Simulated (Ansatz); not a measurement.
# C₂H₆BN: small, medium and large basis sets

Aim: see how fast density functionals converge with the basis set for C₂H₆BN.

Program: Ansatz 0.2.0, Gaussian basis. Level of theory: one geometry, several basis sets. These are calculated values, not measurements.

Levels to be run: PBE0-D4/def2-SVP; ωB97M-V/def2-SVP; PBE0-D4/def2-QZVPP; ωB97M-V/def2-QZVPP; the functionals' def2-TZVPP values are taken from earlier runs.

### Step 1. The relaxed structure

All runs share one geometry, relaxed beforehand with PBE0-D4 in a triple-zeta def2 set.

10 atoms, charge 0, spin multiplicity 1.

Atoms are counted from 1 here; the program's logs count them from 0.

Bond lengths: B1–C2 1.553 Å, B1–H5 1.197 Å, B1–H6 1.194 Å, C2–N3 1.437 Å, C2–H7 1.105 Å, C2–H8 1.107 Å, N3–C4 1.258 Å, C4–H9 1.089 Å, C4–H10 1.100 Å. Angles: C2–B1–H5 117.9°, C2–B1–H6 121.9°, H5–B1–H6 120.1°, B1–C2–N3 116.1°, B1–C2–H7 111.3°, B1–C2–H8 101.3°, N3–C2–H7 113.7°, N3–C2–H8 108.4°, H7–C2–H8 104.6°, C2–N3–C4 118.2°, N3–C4–H9 119.4°, N3–C4–H10 123.3°, H9–C4–H10 117.3°.

### Step 2. PBE0-D4 in def2-SVP

in.yaml reads:

```yaml
crystal:
  periodic: [false, false, false]
  atoms:
    - {symbol: B, position_ang: [-1.493611, 0.697037, -0.363482]}
    - {symbol: C, position_ang: [0.047632, 0.570852, -0.216390]}
    - {symbol: N, position_ang: [0.513667, -0.213456, 0.894224]}
    - {symbol: C, position_ang: [1.225195, -1.222039, 0.653596]}
    - {symbol: H, position_ang: [-1.920991, 1.252112, -1.334176]}
    - {symbol: H, position_ang: [-2.242939, 0.297156, 0.475511]}
    - {symbol: H, position_ang: [0.521381, 0.303779, -1.178384]}
    - {symbol: H, position_ang: [0.336535, 1.626013, -0.045903]}
    - {symbol: H, position_ang: [1.571358, -1.841839, 1.479686]}
    - {symbol: H, position_ang: [1.524772, -1.520715, -0.361683]}
basis:
  gaussian: {orbitals: def2-SVP}
hamiltonian: {xc: pbe0, dispersion: d4}
output: {orbitals: {seedname: orbitals}}
```

Launch:

```bash
$ ansatz run in.yaml --threads 2 --pin off --events-out ev --progress --plain --max-ram 4352MiB
```

Standard output:

```text
Functional definition: PBE0
  name "PBE0"
  cite "Adamo & Barone, J. Chem. Phys. 110, 6158 (1999) doi:10.1063/1.478522"
  cite "Perdew, Burke & Ernzerhof, Phys. Rev. Lett. 77, 3865 (1996) doi:10.1103/PhysRevLett.77.3865"
  parent pbe
  parameter a = 0.25
  parameter kappa = 0.804
  parameter beta = 0.06672455060314922
  exchange = (1 - a)*pbe_x(kappa = kappa, mu = beta*pi^2/3) + a*exact_x
  correlation = pbe_c(beta = beta)
990 factors; their error is unknown
mean field evaluation 1: about -4323.7589 eV, gradient 3.9e1 eV
mean field evaluation 2: about -4322.0285 eV, gradient 4.8e1 eV
mean field evaluation 4: about -4327.7932 eV, gradient 2.1e0 eV
mean field evaluation 8: about -4327.8017 eV, gradient 3.3e-2 eV
mean field evaluation 16: about -4327.7826 eV, gradient 2.3e-5 eV
mean field -4327.78259302 eV, -159.0430768170 hartree, gradient 2.3e-5 eV, S^2 0.000000; 0 other end points of the search recorded, 0 dependent functions left out
reference -4327.78261824 eV, -159.0430777438 hartree; 15, 15 occupied and 71, 71 virtual orbitals, 990 factors
Total energy: -4327.90698446 eV, -159.0476481181 hartree
```

Wall time 1.1 s (2 threads of Arm Neoverse V1, shared host).

### Step 3. ωB97M-V in def2-SVP

Changes to in.yaml since step 2:

```diff
@@ -15,3 +15,3 @@
   gaussian: {orbitals: def2-SVP}
-hamiltonian: {xc: pbe0, dispersion: d4}
+hamiltonian: {xc: {name: wB97M-V}}
 output: {orbitals: {seedname: orbitals}}
```

Launched as before.

Standard output, cut to the lines that bear on the results:

```text
Functional definition: wB97M-V
  name "wB97M-V"
  cite "Mardirossian & Head-Gordon, J. Chem. Phys. 144, 214110 (2016) doi:10.1063/1.4952647"
  cite "Becke, J. Chem. Phys. 107, 8554 (1997) doi:10.1063/1.475007"
  cite "Vydrov & Van Voorhis, J. Chem. Phys. 133, 244103 (2010) doi:10.1063/1.3521275"
  # Of w^i u^j: cxij and so on, Table III.
[...]
  gx(w, u) = 1 - cx + cx01*u + cx10*w
  gss(w, u) = css00 + css04*u^4 + css10*w + css20*w^2 + css43*w^4*u^3
  gos(w, u) = cos00 + cos10*w + (cos20 + cos21*u)*w^2 + (cos60 + cos61*u)*w^6
[...]
      + integral(e_c_pw_mod_opposite_spin*gos(b97_w_opposite, b97_u_opposite)) + vv10(b, c)
990 factors; their error is unknown
256 factors; integrals over basis functions are off by at most 1.3e-5 eV
[...]
mean field -4330.82986663 eV, -159.1550620568 hartree, gradient 7.9e-5 eV, S^2 0.000000; 0 other end points of the search recorded, 0 dependent functions left out
reference -4330.82990709 eV, -159.1550635436 hartree; 15, 15 occupied and 71, 71 virtual orbitals, 990 factors
Total energy: -4330.82990709 eV, -159.1550635436 hartree
```

Wall time 4.4 s (2 threads of Arm Neoverse V1, shared host).

### Step 4. PBE0-D4 in def2-QZVPP

Changes to in.yaml since step 3:

```diff
@@ -14,4 +14,4 @@
 basis:
-  gaussian: {orbitals: def2-SVP}
-hamiltonian: {xc: {name: wB97M-V}}
+  gaussian: {orbitals: "def2-QZVPP.json"}
+hamiltonian: {xc: pbe0, dispersion: d4}
 output: {orbitals: {seedname: orbitals}}
```

Launched as before.

Standard output:

```text
Functional definition: PBE0
  name "PBE0"
  cite "Adamo & Barone, J. Chem. Phys. 110, 6158 (1999) doi:10.1063/1.478522"
  cite "Perdew, Burke & Ernzerhof, Phys. Rev. Lett. 77, 3865 (1996) doi:10.1103/PhysRevLett.77.3865"
  parent pbe
  parameter a = 0.25
  parameter kappa = 0.804
  parameter beta = 0.06672455060314922
  exchange = (1 - a)*pbe_x(kappa = kappa, mu = beta*pi^2/3) + a*exact_x
  correlation = pbe_c(beta = beta)
1094 factors; their error is unknown
mean field evaluation 1: about -4326.0292 eV, gradient 5.4e1 eV
mean field evaluation 2: about -4320.2651 eV, gradient 7.2e1 eV
mean field evaluation 4: about -4332.8207 eV, gradient 4.3e0 eV
mean field evaluation 8: about -4332.8582 eV, gradient 3.6e-2 eV
mean field evaluation 16: about -4332.8576 eV, gradient 1.9e-5 eV
mean field -4332.85761516 eV, -159.2295804409 hartree, gradient 1.9e-5 eV, S^2 0.000000; 0 other end points of the search recorded, 0 dependent functions left out
reference -4332.85765533 eV, -159.2295819168 hartree; 15, 15 occupied and 393, 393 virtual orbitals, 1094 factors
Total energy: -4332.98202155 eV, -159.2341522911 hartree
```

It took 7.5 s on 2 threads of Arm Neoverse V1, shared host; peak memory 0.94 GiB.

### Step 5. ωB97M-V in def2-QZVPP

Changes to in.yaml since step 4:

```diff
@@ -15,3 +15,3 @@
   gaussian: {orbitals: "def2-QZVPP.json"}
-hamiltonian: {xc: pbe0, dispersion: d4}
+hamiltonian: {xc: {name: wB97M-V}}
 output: {orbitals: {seedname: orbitals}}
```

Same command.

Standard output, cut to the lines that bear on the results:

```text
Functional definition: wB97M-V
  name "wB97M-V"
  cite "Mardirossian & Head-Gordon, J. Chem. Phys. 144, 214110 (2016) doi:10.1063/1.4952647"
  cite "Becke, J. Chem. Phys. 107, 8554 (1997) doi:10.1063/1.475007"
  cite "Vydrov & Van Voorhis, J. Chem. Phys. 133, 244103 (2010) doi:10.1063/1.3521275"
  # Of w^i u^j: cxij and so on, Table III.
[...]
  gx(w, u) = 1 - cx + cx01*u + cx10*w
  gss(w, u) = css00 + css04*u^4 + css10*w + css20*w^2 + css43*w^4*u^3
  gos(w, u) = cos00 + cos10*w + (cos20 + cos21*u)*w^2 + (cos60 + cos61*u)*w^6
[...]
      + integral(e_c_pw_mod_opposite_spin*gos(b97_w_opposite, b97_u_opposite)) + vv10(b, c)
1094 factors; their error is unknown
335 factors; integrals over basis functions are off by at most 9.1e-6 eV
[...]
mean field -4336.17339748 eV, -159.3514331934 hartree, gradient 5.8e-5 eV, S^2 0.000000; 0 other end points of the search recorded, 0 dependent functions left out
reference -4336.17346277 eV, -159.3514355928 hartree; 15, 15 occupied and 393, 393 virtual orbitals, 1094 factors
Total energy: -4336.17346277 eV, -159.3514355928 hartree
```

Run time: 19 s. Hardware: 2 threads of Arm Neoverse V1, shared host; peak memory 1.1 GiB.

### Step 6. Functionals by basis

The def2-TZVPP values come from earlier runs at the same geometry.

| functional | basis | functions | energy (eV) | from the largest (eV) | HOMO (eV) | LUMO (eV) |
| --- | --- | --- | --- | --- | --- | --- |
| PBE0-D4 | def2-SVP | 86 | -4327.9070 | 5.075 | -7.21 | -1.34 |
| PBE0-D4 | def2-TZVPP | 208 | -4332.7285 | 0.254 | -7.39 | -1.42 |
| PBE0-D4 | def2-QZVPP | 408 | -4332.9820 | 0.000 | -7.42 | -1.45 |
| ωB97M-V | def2-SVP | 86 | -4330.8299 | 5.344 | -9.58 | 0.74 |
| ωB97M-V | def2-TZVPP | 208 | -4335.9309 | 0.243 | -9.78 | 0.51 |
| ωB97M-V | def2-QZVPP | 408 | -4336.1735 | 0.000 | -9.80 | 0.41 |

### Step 7. Outcome

```
                                       quantity          value
PBE0-D4: double and triple zeta above quadruple  5.08, 0.25 eV
ωB97M-V: double and triple zeta above quadruple  5.34, 0.24 eV
```

For PBE0-D4 the step from double to triple zeta gains 4.82 eV and the next only 0.25 eV. These are total energies; as a rule much of such shifts cancels in differences, which this series doesn't test.

For PBE0-D4 the largest set took about 7 times as long as the smallest (7.5 s against 1.1 s).
